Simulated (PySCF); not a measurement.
# C2H9BOSi: the cost of one run

The runs use PySCF 2.14.0, with density-fitted response routines of our own; the level of theory stands in each step. All values are computed, except where a source is named. Atoms count from 0, in the outputs and in this text.

**1. The molecule as given**

14 atoms, charge 0, multiplicity 1; geometry from: GFN2-xTB. The atoms were then displaced at random by about 0.01 Å, so the start is not that level's minimum.

Bonds of the start (Å): C0–B1 1.60, B1–O2 1.31, O2–C3 1.44, C3–Si4 1.89, C0–H5 1.12, C0–H6 1.08, C0–H7 1.07, B1–H8 1.18, C3–H9 1.09, C3–H10 1.13, Si4–H11 1.47, Si4–H12 1.47, Si4–H13 1.46.

**2. Geometry optimisation at PBE0-D3(BJ)/def2-SVP**

The job: settings as JSON, then the geometry in Å.

```
{"job": {"xc": "PBE0", "basis": "def2-SVP", "d3": "d3bj", "grid": 1, "shake": 0.01, "kind": "geom"}, "charge": 0, "multiplicity": 1}
C     -1.971880    -0.112650    -0.247650
B     -1.096780     1.172290     0.112800
O      0.068850     1.110430     0.706670
C      0.787520    -0.075240     1.095720
Si     2.026880    -0.524910    -0.262700
H     -2.926690     0.197440    -0.739000
H     -2.241260    -0.661820     0.639410
H     -1.450220    -0.764840    -0.922780
H     -1.438800     2.281500    -0.102460
H      1.242620     0.127420     2.064960
H      0.030460    -0.890910     1.274630
H      2.942520     0.615380    -0.414840
H      1.291250    -0.772580    -1.513810
H      2.728400    -1.716580     0.191790
```

The run is started by

```console
> OMP_NUM_THREADS=1 python probes_run.py task.json out
```

The driver reads the jobs from task.json and runs them one after another.

**Question.** How long does this first job take on 1 thread of Arm Neoverse V2, shared host, and how much memory does it need?

About 44 s, with a peak of 0.5 GiB.
